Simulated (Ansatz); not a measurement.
# CsPbCl3: the cost of one run

Computed with Ansatz 0.2.0 (DFT PBE, scalar-relativistic, plane waves, PAW, and further levels as typed in the inputs, unless a step's input says otherwise).

### Step 1. The starting structure

It takes space group Pm-3m (No. 221, cubic). Conventional cell: a = 5.605 Å, b = 5.605 Å, c = 5.605 Å, α = 90.00°, β = 90.00°, γ = 90.00°. Cs (site symmetry m-3m) is surrounded by 12 Cl at 3.96 Å. Pb (site symmetry m-3m) has 6 Cl at 2.80 Å as nearest neighbours. Cl (site symmetry 4/mmm) is surrounded by 2 Pb at 2.80 Å and 4 Cs at 3.96 Å.

As a file:

```cif
data_structure
_symmetry_space_group_name_H-M 'P 1'
_symmetry_Int_Tables_number 1
_cell_length_a 5.6050
_cell_length_b 5.6050
_cell_length_c 5.6050
_cell_angle_alpha 90.000
_cell_angle_beta 90.000
_cell_angle_gamma 90.000
_cell_volume 176.09
loop_
_atom_site_label
_atom_site_type_symbol
_atom_site_fract_x
_atom_site_fract_y
_atom_site_fract_z
_atom_site_occupancy
Cs1 Cs 0.00000 0.00000 0.00000 1
Pb1 Pb 0.50000 0.50000 0.50000 1
Cl1 Cl 0.50000 0.50000 0.00000 1
Cl2 Cl 0.00000 0.50000 0.50000 1
Cl3 Cl 0.50000 0.00000 0.50000 1
```

The structure rests on an entry of the Crystallography Open Database; cell or positions may have been set otherwise for this series.

### Step 2. Single point: CsPbCl3, no spin

input.yaml

```yaml
crystal:
  lattice:
    - [5.605, 0.0, 0.0]
    - [0.0, 5.605, 0.0]
    - [0.0, 0.0, 5.605]
  atoms:
    - { symbol: Cs, position: [0.0, 0.0, 0.0] }
    - { symbol: Pb, position: [0.5, 0.5, 0.5] }
    - { symbol: Cl, position: [0.5, 0.5, 0.0] }
    - { symbol: Cl, position: [0.0, 0.5, 0.5] }
    - { symbol: Cl, position: [0.5, 0.0, 0.5] }
scf:
  occupations: { method: fixed }
output:
  forces: false
  stress: false
  eigenvalues: true
  eigenstates: { kpoints: [[0, 0, 0], [0.5, 0.5, 0.5]], e_range: [-3, 6] }
  write_density: true
  write_potential: true
  elf: true
  volumetric_format: npy
kpoints:
  mp_grid: { grid: [8, 8, 8] }
```

Started as:

```sh
ansatz run input.yaml --threads 8 --pin off --max-ram 22528MiB --backend cpu --events-out ev --progress --plain --runs-dir out
```

**Question.** How long does this run take on 8 threads of Intel Xeon Platinum 8259CL at 2.50GHz (Skylake/Cascade Lake), shared host, and how much memory does it need?

About 3.6 s, with a peak of 0.7 GiB.
